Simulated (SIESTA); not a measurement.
**MgNb2O5 under changes of volume**

One of the cells (13.675 Å³/atom); the others are scaled copies at fixed shape and fractional positions:

```xyz
8
Lattice="6.8830 -1.9307 0.0000 6.8830 1.9307 0.0000 -0.0171 0.0000 4.1160" Properties=species:S:1:pos:R:3 pbc="T T T"
Nb   11.8274    0.0000    0.0183
Nb    1.8459    0.0000    4.1142
Mg    9.6712    0.0000    2.0591
O     9.3928    0.0000    4.1157
O     4.2476    0.0000    0.0210
O    13.7233    0.0000    0.0123
O    11.6465    0.0000    2.0768
O     2.0108    0.0000    2.0574
```

The cell comes from a database or a generator and needn't be the stable form of this composition.

```yaml
Program: SIESTA 5.4.2
Functional: LDA
Potentials_or_basis: PseudoDojo 0.4 standard (LDA files)
Basis: DZP (energy shift 0.003 Ry; two zetas on semicore shells)
Grid_cutoff: 800 Ry
Energy_shift: 0.003 Ry
k_mesh: 5 × 5 × 5
Occupations: fermi-dirac, width 0.05 eV
Spin: no spin polarisation
```

```csv
volume (Å³/atom),energy over the lowest point (meV/atom),pressure (GPa),largest force (eV/Å)
13.117,?,?,?
13.396,0.00,0.0,0.447
13.675,3.44,-3.8,0.392
13.954,13.14,-7.2,0.338
14.233,28.45,-10.3,0.290
```

Problem. What does the run at 13.117 Å³/atom give?

Solution. Energy over the lowest point 3.54 meV/atom; pressure 4.2 GPa; largest force 0.504 eV/Å.

Worked out: A Birch-Murnaghan fit of order 2 (a polynomial in V^(-2/3)) to the other rows has its minimum at 13.39 Å³/atom, just outside them, with B0 = V·E''(V) = 191 GPa at fixed shape and positions, which overstates the stiffness. It gives 3.48 meV/atom at 13.117 Å³/atom, against the run's 3.54, and -dE/dV = 4.1 GPa, against 4.2.

Energies are extrapolated to zero smearing.

Caveats: the basis of atomic orbitals isn't converged, which shifts pressures, moduli and gaps.
